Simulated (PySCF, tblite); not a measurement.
**C₅H₆BrGaO: geometry, infrared bands and NMR shifts**

Aim: predict the infrared bands and NMR shifts of C₅H₆BrGaO (`Cc1cco[c]1[GaH][Br]`).

Programs: tblite 0.8.0 and PySCF 2.14.0, with density-fitted response routines of our own. Each step states its level of theory. These are calculated values for one molecule in the gas phase, unless marked as measured. Atoms are numbered from 0 throughout.

## (1) The molecule as given

14 atoms, charge 0, multiplicity 1; geometry from: force field or distance geometry start.

Bonds of the start (Å): C0–C1 1.49, C1–C2 1.37, C2–C3 1.37, C3–O4 1.34, O4–C5 1.31, C5–Ga6 1.92, Ga6–Br7 2.47, C5–C1 1.40, C0–H8 1.10, C0–H9 1.11, C0–H10 1.10, C2–H11 1.09, C3–H12 1.09, Ga6–H13 1.69.

## (2) Relaxing the molecule with GFN2-xTB

The job: settings as JSON, then the geometry in Å.

```
{"job": {"kind": "relax", "xc": "GFN2-xTB", "basis": "xTB"}, "charge": 0, "multiplicity": 1}
C      0.099200     1.678300    -0.338100
C     -0.431500     0.309300    -0.080600
C     -1.740500    -0.099900    -0.159000
C     -1.758800    -1.429600     0.160000
O     -0.520300    -1.836000     0.453100
C      0.294800    -0.819200     0.309600
Ga     2.194700    -0.771400     0.570800
Br     3.605100    -1.996300    -1.037800
H      0.252400     1.846400    -1.415800
H     -0.634900     2.400000     0.083800
H      1.092400     1.728000     0.130700
H     -2.572300     0.549600    -0.439600
H     -2.662600    -2.037000     0.197800
H      2.781700     0.477300     1.543000
```

Command:

```bash
OMP_NUM_THREADS=1 python probes_run.py task.json out
```

This one command runs all jobs of the session in turn.

**Question.** This job is followed by: GFN2-xTB harmonic vibrations, gas phase; GIAO PBE0/pcSseg-1 NMR shielding, non-relativistic, gas phase. Predict these results of the whole session: strongest single infrared mode (GFN2-xTB); zero-point energy (GFN2-xTB); ¹³C shifts against TMS (PBE0/pcSseg-1); ¹H shifts against TMS (PBE0/pcSseg-1, means over atoms taken as alike); ¹⁷O shifts against H2O (PBE0/pcSseg-1); ⁷⁹Br shifts against HBr (PBE0/pcSseg-1); shieldings of Ga (PBE0/pcSseg-1).

The runs gave:

```
                                                              quantity                                 value
                             strongest single infrared mode (GFN2-xTB)                 1618 cm⁻¹, 441 km/mol
                                          zero-point energy (GFN2-xTB)                         57.4 kcal/mol
                                ¹³C shifts against TMS (PBE0/pcSseg-1)  167.8, 155.5, 141.1, 118.0, 13.6 ppm
¹H shifts against TMS (PBE0/pcSseg-1, means over atoms taken as alike)            7.84, 6.67, 6.64, 2.57 ppm
                                ¹⁷O shifts against H2O (PBE0/pcSseg-1)                             329.0 ppm
                               ⁷⁹Br shifts against HBr (PBE0/pcSseg-1)                               101 ppm
                                      shieldings of Ga (PBE0/pcSseg-1)                        Ga6 1279.9 ppm
```

Relaxing lowered the energy by 0.688 eV in 112 steps; the close pair that moved most is Ga6–Br7, from 2.465 to 2.272 Å. No mode is imaginary among the 36: a minimum at this level. The strongest single mode, at 1618 cm⁻¹, moves mainly H13. Unscaled tight-binding wavenumbers are off by several per cent, some by more. Its intensities can rank the bands wrongly. At PBE0/pcSseg-1: The widest tensor belongs to Br7: span 924 ppm, with a paramagnetic part of -604 ppm. NICS(1)zz of -26 ppm above the planar ring from C1 marks a diatropic (aromatic) ring current. Spin-orbit coupling is left out, which matters for shieldings and couplings at and beside the heavy atoms.
